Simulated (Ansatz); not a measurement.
# GaGe (quartet): wave-function methods side by side at distance Ge1–Ga2 = 2.259 Å, cc-pVDZ

How much of the correlation energy of GaGe (quartet) does each wave-function method recover here?

Program: Ansatz 0.2.0, Gaussian basis. Level of theory: cc-pVDZ, core rule «outside noble gas», up to 28 orbitals frozen. These are calculated values, not measurements.

To be run: UHF; CCSD(T) on ROHF; CCSD(T) on UHF; BCCD(T) on ROHF; CISD as a restricted active space (open shells left free, so some higher excitations enter); CCSDT(Q) on ROHF; CCSDT(Q) on UHF; CASSCF and MRCISD+Q, 5 electrons in 5 orbitals; CASSCF and NEVPT2, 5 electrons in 5 orbitals; CASSCF and MRCISD+Q, 7 electrons in 8 orbitals; CASSCF and MRCISD+Q(relaxed), 7 electrons in 8 orbitals; CASSCF and NEVPT2, 7 electrons in 8 orbitals; Full CI.

22 further runs of the same task are left out: 3 for a known fault of the program, 13 that didn't finish, 6 set aside as unsound or not needed. Runs told in other sessions of the task aren't counted.

## (1) The system

The geometry derives from a PBE0/def2-TZVP stationary point (not a proven minimum). One bond is set to the value named and the two fragments are kept rigid. No spin-orbit coupling is included. The filled d shell of Ge, Ga may be among the frozen orbitals whatever the setting's name suggests.

2 atoms, charge 0, spin multiplicity 4.

Atoms are counted from 1 here; the program's logs count them from 0.

Bond lengths: Ge1–Ga2 2.259 Å.

## (2) UHF

Input file in.yaml:

```yaml
crystal:
  periodic: [false, false, false]
  atoms:
    - {symbol: Ge, position_ang: [0.000000, 0.000000, 0.000000]}
    - {symbol: Ga, position_ang: [0.000000, 0.000000, 2.259000]}
basis:
  gaussian: {orbitals: cc-pVDZ}
magnetization: {spin_polarized: true, initial_magnetization: 3}
hamiltonian: {xc: hf}
output: {orbitals: {seedname: orbitals}}
```

On the command line:

```bash
$ ansatz run in.yaml --threads 1 --pin off --events-out ev --progress --plain --max-ram 2393MiB
```

The runs that follow: CCSD(T) on ROHF; CCSD(T) on UHF; BCCD(T) on ROHF; CISD as a restricted active space (open shells left free, so some higher excitations enter); CCSDT(Q) on ROHF; CCSDT(Q) on UHF; CASSCF and MRCISD+Q, 5 electrons in 5 orbitals; CASSCF and NEVPT2, 5 electrons in 5 orbitals; CASSCF and MRCISD+Q, 7 electrons in 8 orbitals; CASSCF and MRCISD+Q(relaxed), 7 electrons in 8 orbitals; CASSCF and NEVPT2, 7 electrons in 8 orbitals; Full CI.

Before running them: what should the planned runs give, taken together? Wanted: FCI from the RHF energy; RMP2 from FCI; UMP2 from FCI; RCCSD from FCI; RCCSD(T) from FCI; UCCSD(T) from FCI; RCCSDT(Q) from FCI; UCCSDT(Q) from FCI; NEVPT2 pair from FCI.

The runs gave:

```
                         quantity                                                                                                                          value
          FCI from the ROHF energy                                                                                                                     -3.4579 eV
                    RMP2 from FCI                                                                                                                +18.94 kcal/mol
                    UMP2 from FCI                                                                                                                +19.35 kcal/mol
                   RCCSD from FCI                                                                                                                 +4.00 kcal/mol
                RCCSD(T) from FCI                                                                                                                 +0.96 kcal/mol
                UCCSD(T) from FCI                                                                                                                 +0.61 kcal/mol
               RCCSDT(Q) from FCI                                                                                                                 +0.02 kcal/mol
               UCCSDT(Q) from FCI                                                                                                                 -0.34 kcal/mol
             NEVPT2 pair from FCI                                                                                                                +18.40 kcal/mol
           MRCISD+Q pair from FCI                                                                                                                 +0.60 kcal/mol
          NEVPT2 valence from FCI                                                                                                                +11.17 kcal/mol
levels within 1 kcal/mol (43 meV)  RCCSD(T), UCCSD(T), BCCD(T), RCCSDT, UCCSDT, RCCSDT(Q), UCCSDT(Q), MRCISD+Q pair, MRCISD+Q valence, MRCISD+Q(relaxed) valence
                    T1 diagnostic                                                                                                                          0.026
   effectively unpaired electrons                                                                                                                           3.08
```

**Reading.** RCCSD(T) lands +0.96 kcal/mol from the yardstick (1.2 % of the correlation energy). UCCSDT, UCCSDT(Q), MRCISD+Q valence, MRCISD+Q(relaxed) valence fall below full CI: unrestricted runs freeze a spin-polarised core, another one than full CI's, and coupled cluster isn't variational. One determinant dominates. Of the multireference levels listed MRCISD+Q valence comes nearest in total energy (-0.45 kcal/mol), which doesn't show that its space is the better one. These misses are within one basis, not against nature; the frozen cores of restricted and unrestricted runs differ, which can shift their rows.

Levels on UHF freeze UHF's core orbitals, full CI those of ROHF, so the U rows can settle a little off it for that reason alone.
